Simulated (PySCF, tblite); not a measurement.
# C5H4FO2 radical: geometry, infrared bands and EPR parameters

Aim: predict the infrared bands and EPR parameters of C5H4FO2 radical (`O=C1C=CO[C](F)C1`).

The runs use tblite 0.8.0 and PySCF 2.14.0, with density-fitted response routines of our own; the level of theory stands in each step. All values are computed, except where a source is named. Atoms count from 0, in the outputs and in this text.

## Step 1: Starting geometry

12 atoms, charge 0, multiplicity 2; geometry from: force field or distance geometry start.

Bonds of the start (Å): O0–C1 1.25, C1–C2 1.48, C2–C3 1.33, C3–O4 1.40, O4–C5 1.41, C5–F6 1.37, C5–C7 1.52, C7–C1 1.50, C2–H8 1.07, C3–H9 1.08, C7–H10 1.12, C7–H11 1.10.

## Step 2: Relaxing the molecule with GFN2-xTB

Job settings and geometry (Å):

```
{"job": {"kind": "relax", "xc": "GFN2-xTB", "basis": "xTB"}, "charge": 0, "multiplicity": 2}
O     -0.403500     2.059900    -0.857500
C     -0.156000     1.027500    -0.203800
C      1.237500     0.575100    -0.008500
C      1.431400    -0.737000     0.084800
O      0.350500    -1.622800     0.034200
C     -0.996800    -1.212100    -0.082900
F     -1.413300    -1.259500    -1.386700
C     -1.231600     0.197800     0.442200
H      2.039800     1.286000     0.035400
H      2.443000    -1.074900     0.232000
H     -1.081200     0.183000     1.549000
H     -2.218700     0.576400     0.135600
```

Started as:

```bash
OMP_NUM_THREADS=1 python probes_run.py task.json out
```

One launch serves the whole session: the jobs run in the order shown.

**Question.** This job is followed by: GFN2-xTB harmonic vibrations, gas phase; UKS B3LYP, pcH-1 on C F H O, non-relativistic, mean-field spin-orbit, GIAO. Predict these results of the whole session: strongest single infrared mode (GFN2-xTB); zero-point energy (GFN2-xTB); g(iso) (B3LYP); ⟨S²⟩; largest a(iso) (averaged by class); surface potential, 1st and 99th percentile.

As calculated:

```
                                 quantity                  value
strongest single infrared mode (GFN2-xTB)  1719 cm⁻¹, 518 km/mol
             zero-point energy (GFN2-xTB)          49.3 kcal/mol
                           g(iso) (B3LYP)                2.00394
                                     ⟨S²⟩     0.760 (exact 0.75)
       largest a(iso) (averaged by class)   19F on F6, 153.4 MHz
    surface potential, 1st and 99th percentile     -1.69 V and 1.59 V
```

**Reading.** The optimisation took 54 steps and gained 0.824 eV; among the close pairs (by a distance rule), O4–C5 changed most, from 1.413 to 1.322 Å. No mode is imaginary among the 30: a minimum at this level. The strongest single mode, at 1719 cm⁻¹, moves mainly C1 and O0. GFN2-xTB is a fitted tight-binding method: band positions and strengths are rough. Its intensities can rank the bands wrongly. C5 carries the largest spin population, 0.72 e. The isotropic g lies 1.6 ppt above the free-electron value.
